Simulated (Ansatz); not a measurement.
A nudged elastic band was laid between two geometries of a periodic cell of 17 atoms, Li$_{16}$B (host Li, host structure bcc, interstitial B).

All numbers below come from Ansatz 0.2.0, DFT PBE, scalar-relativistic, plane waves, PAW. Settings: cutoff 420 eV, k mesh 3x3x3, fermi-dirac smearing 0.15 eV, no spin polarisation.

| Quantity | Value |
| --- | --- |
| movable images | 5 |
| climbing image | yes |
| spring | 5.0 eV/Å² |
| optimiser | quadratic models (default) |
| start path | IDPP |
| force threshold | 0.05 eV/Å |
| iteration limit | 62 |
| end points | relaxed |

First end point:

```xyz
17
Lattice="6.9800 0.0000 0.0000 0.0000 6.9800 0.0000 0.0000 0.0000 6.9800" Properties=species:S:1:pos:R:3
Li -0.003 0.310 0.530
Li 3.488 0.189 -0.280
Li -0.003 3.178 0.529
Li -0.002 -0.296 3.392
Li 2.037 1.744 1.847
Li 3.488 3.299 -0.280
Li 3.488 -0.198 3.636
Li 4.938 1.744 1.847
Li -0.002 3.783 3.392
Li 1.939 5.234 1.603
Li 1.432 1.744 4.710
Li 3.488 3.685 3.636
Li 5.036 5.234 1.603
Li 5.544 1.744 4.709
Li 1.553 5.234 5.519
Li 5.423 5.234 5.520
B -0.003 1.743 2.619
```

Last end point:

```xyz
17
Lattice="6.9800 0.0000 0.0000 0.0000 6.9800 0.0000 0.0000 0.0000 6.9800" Properties=species:S:1:pos:R:3
Li 0.001 0.529 0.311
Li 3.491 -0.281 0.189
Li 0.001 3.391 -0.296
Li 0.001 0.528 3.178
Li 2.041 1.847 1.744
Li 3.491 3.636 -0.197
Li 3.491 -0.281 3.300
Li 4.941 1.848 1.744
Li 0.001 3.391 3.784
Li 1.435 4.710 1.744
Li 1.942 1.603 5.234
Li 3.491 3.636 3.686
Li 5.547 4.710 1.744
Li 5.040 1.603 5.234
Li 1.556 5.519 5.234
Li 5.426 5.519 5.234
B 0.001 2.619 1.744
```

Task: What changes between the two ends?

Result: The atom that moves furthest is B17, by 1.24 Å; four of its nearest neighbours are Li8 2.18, Li4 2.18, Li5 2.18, Li9 2.18 Å at the first end and Li5 2.18, Li8 2.18, Li3 2.18, Li9 2.18 Å at the last.

Task: Give the energies along the band, and the barrier.

Result: The run converged. The highest image is number 3 of 0 to 6, 0.126 eV above the ends, which have the same energy within 2 meV. By the program's own check the climbing image is of a kind that is not told: the force calls were inconclusive, a negative curvature could not be distinguished from the path's own, the only one lies far off the path, or fixed occupations may fill a level only in part (lowest curvatures found: -0.28 and -0.09 eV/Å²). Limits of this set-up: coarse k mesh, odd electron count without spin, a small cell, in which the defect meets its images, a typed lattice constant that wasn't relaxed here.

```csv
image,path coordinate (Å),energy (eV),Li5–Li11 (Å),Li8–Li14 (Å),Li5–Li10 (Å)
0,0.00,0.000,2.93,2.93,3.50
1,0.50,0.032,2.92,2.94,3.24
2,1.00,0.094,2.93,2.96,3.09
3,1.49,0.126,2.98,3.03,2.98
4,1.99,0.094,3.09,3.13,2.93
5,2.49,0.032,3.24,3.28,2.92
6,2.99,0.000,3.50,3.50,2.93
```

Task: What is the geometry of the highest image?

Result: 
```xyz
17
Lattice="6.9800 0.0000 0.0000 0.0000 6.9800 0.0000 0.0000 0.0000 6.9800" Properties=species:S:1:pos:R:3:forces:R:3
Li 0.023 0.410 0.410 0.00 -0.02 -0.02
Li 3.479 -0.010 -0.010 0.00 0.00 0.00
Li 0.000 3.163 0.118 0.00 0.02 0.00
Li 0.000 0.117 3.163 0.00 0.00 0.02
Li 2.057 1.793 1.793 0.03 0.00 0.00
Li 3.489 3.396 -0.317 0.00 -0.01 0.00
Li 3.489 -0.317 3.397 0.00 0.00 -0.01
Li 4.961 1.795 1.796 -0.03 0.00 0.00
Li -0.049 3.828 3.828 0.00 0.00 0.00
Li 1.600 4.741 1.742 -0.01 0.00 0.01
Li 1.601 1.742 4.741 -0.01 0.01 0.00
Li 3.513 3.677 3.677 0.00 0.00 0.00
Li 5.357 4.794 1.701 0.01 0.00 0.00
Li 5.357 1.700 4.794 0.01 0.00 0.00
Li 1.566 5.457 5.458 0.01 0.00 0.00
Li 5.403 5.477 5.477 -0.01 0.00 0.00
B 0.023 2.301 2.302 0.02 -0.01 -0.01
```

Run time: 5.4 min on 2 threads of Intel(R) Xeon(R) Platinum 8488C (Sapphire Rapids), with other jobs on the host, peak memory 1.4 GiB.
